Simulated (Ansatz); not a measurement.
**LaC (CsCl type): how the settings move a single-point run**

Question: which choices in the input matter for LaC (CsCl type)?

Method: reference: DFT r2SCAN, scalar-relativistic, plane waves, PAW, in Ansatz 0.2.0.

### Step 1. The starting structure

The structure is cubic, space group Pm-3m (No. 221). The conventional cell has a = 3.285 Å, b = 3.285 Å, c = 3.285 Å, α = 90.00°, β = 90.00°, γ = 90.00°. La (site symmetry m-3m) is surrounded by 8 C at 2.85 Å. C (site symmetry m-3m) is surrounded by 8 La at 2.85 Å.

Structure file:

```
La C
1.0
     3.28535    0.00000    0.00000
     0.00000    3.28535    0.00000
     0.00000    0.00000    3.28535
La C
1 1
Direct
  0.00000 0.00000 0.00000
  0.50000 0.50000 0.50000
```

### Step 2. Baseline

input.yaml

```yaml
crystal:
  lattice:
    - [3.2853548459, 0.0, 0.0]
    - [0.0, 3.2853548459, 0.0]
    - [0.0, 0.0, 3.2853548459]
  atoms:
    - { symbol: La, position: [0.0, 0.0, 0.0] }
    - { symbol: C, position: [0.5, 0.5, 0.5] }
basis:
  ecutwfc: 500
  ecutrho_ratio: 4
kpoints:
  mp_grid: { grid: [10, 10, 10] }
hamiltonian:
  xc: r2scan
scf:
  occupations: { method: gaussian, width: 0.05 }
output:
  forces: true
  stress: true
  eigenvalues: true
```

The run is started by

```
$ ansatz run input.yaml --threads 2 --pin off --max-ram 2662MiB --backend cpu --events-out ev --progress --plain --runs-dir out
```

### Step 3. Changed: dispersion d3bj

input.yaml: that of step 2 with these lines changed.

```diff
@@ -15,2 +15,3 @@
   xc: r2scan
+  dispersion: d3bj
 scf:
@@ -20,2 +21 @@
   stress: true
-  eigenvalues: true
```

### Step 4. Variant: ecutwfc 550 eV, mp_grid.grid [8, 8, 8]

input.yaml: that of step 2 with these lines changed.

```diff
@@ -9,6 +9,6 @@
 basis:
-  ecutwfc: 500
+  ecutwfc: "550 eV"
   ecutrho_ratio: 4
 kpoints:
-  mp_grid: { grid: [10, 10, 10] }
+  mp_grid: { grid: [8, 8, 8] }
 hamiltonian:
@@ -20,2 +20 @@
   stress: true
-  eigenvalues: true
```

### Step 5. Changing settings: hubbard.sites [{species: La, l: f, u_eff: 5.0}], hubbard.double_counting fll, occupations.method tetrahedron, mixing.algorithm anderson, mixing.beta 0.1, mixing.ndim 16, width left out

input.yaml: that of step 2 with these lines changed.

```diff
@@ -15,4 +15,6 @@
   xc: r2scan
+  hubbard: { sites: [{ species: La, l: f, u_eff: 5.0 }], double_counting: fll }
 scf:
-  occupations: { method: gaussian, width: 0.05 }
+  occupations: { method: tetrahedron }
+  mixing: { algorithm: anderson, beta: 0.1, ndim: 16 }
 output:
@@ -20,2 +22,5 @@
   stress: true
-  eigenvalues: true
+  write_density: true
+  write_potential: true
+  elf: true
+  volumetric_format: npy
```

### Step 6. A further run, with the input changed

input.yaml: that of step 2 with these lines changed.

```diff
@@ -16,3 +16,4 @@
 scf:
-  occupations: { method: gaussian, width: 0.05 }
+  occupations: { method: tetrahedron }
+  algorithm: direct_min
 output:
@@ -20,2 +21,2 @@
   stress: true
-  eigenvalues: true
+accuracy: high
```

(Steps that only read results are left out.)

What does the calculation give? Wanted: for each run, ending; energy change; pressure; gap; force.

As calculated:

```
                                                                                                                                                                                        run     ending                                                           energy change  pressure (GPa)  gap (eV)  force (eV/Å)  cycles    time
                                                                                                                                                                                  reference  converged                                                                       0             0.0      0.00          0.00       7   2.2 s
                                                                                                                                                                         1: dispersion d3bj  converged                        -166.3 meV/atom (offset of the dispersion model)            -1.6      0.00          0.00       7   2.1 s
                                                                                                                                                  2: ecutwfc 550 eV, mp_grid.grid [8, 8, 8]  converged                                                           -0.1 meV/atom            -0.1      0.00          0.00       8   2.1 s
3: hubbard.sites [{species: La, l: f, u_eff: 5.0}], hubbard.double_counting fll, occupations.method tetrahedron, mixing.algorithm anderson, mixing.beta 0.1, mixing.ndim 16, width left out  converged  +243.4 meV/atom (σ→0) (Hubbard term changed: no physical gain or loss)             3.7      0.00          0.00      12     4 s
                                                                                                 4: occupations.method tetrahedron, scf.algorithm direct_min, accuracy high, width left out    refused                                                                       -               -         -             -       -  0.03 s
```

Times don't compare one to one where runs were asked for different outputs or read a saved state (see the inputs); cycles may leave out searches for a lower state.

Residual by cycle in the longest SCF loop of each run; runs are numbered as in the table. The quantity is the density residual dr2, in eV.

```
cycle  reference    run 1    run 2    run 3
    1     0.0487   0.0487   0.0537    0.637
    2     0.0139   0.0139   0.0139    0.604
    3    0.00564  0.00564  0.00575     0.08
    4     4.4e-5   4.4e-5   3.5e-4    0.049
    5     1.9e-5   1.9e-5   1.1e-4   0.0183
    6     4.8e-6   4.8e-6   2.1e-5   0.0022
    7     1.7e-8   1.7e-8   1.4e-7  0.00208
    8          -        -   6.2e-9   1.1e-4
    9          -        -        -   8.8e-6
   10          -        -        -   2.8e-6
   11          -        -        -   5.4e-7
   12          -        -        -   6.6e-8
```

«ecutwfc 550 eV, mp_grid.grid [8, 8, 8]» moves the energy by -0.1 meV/atom. A changed U is a change of model: its shifts are not errors of convergence. 1 of the 4 altered inputs did not end normally.
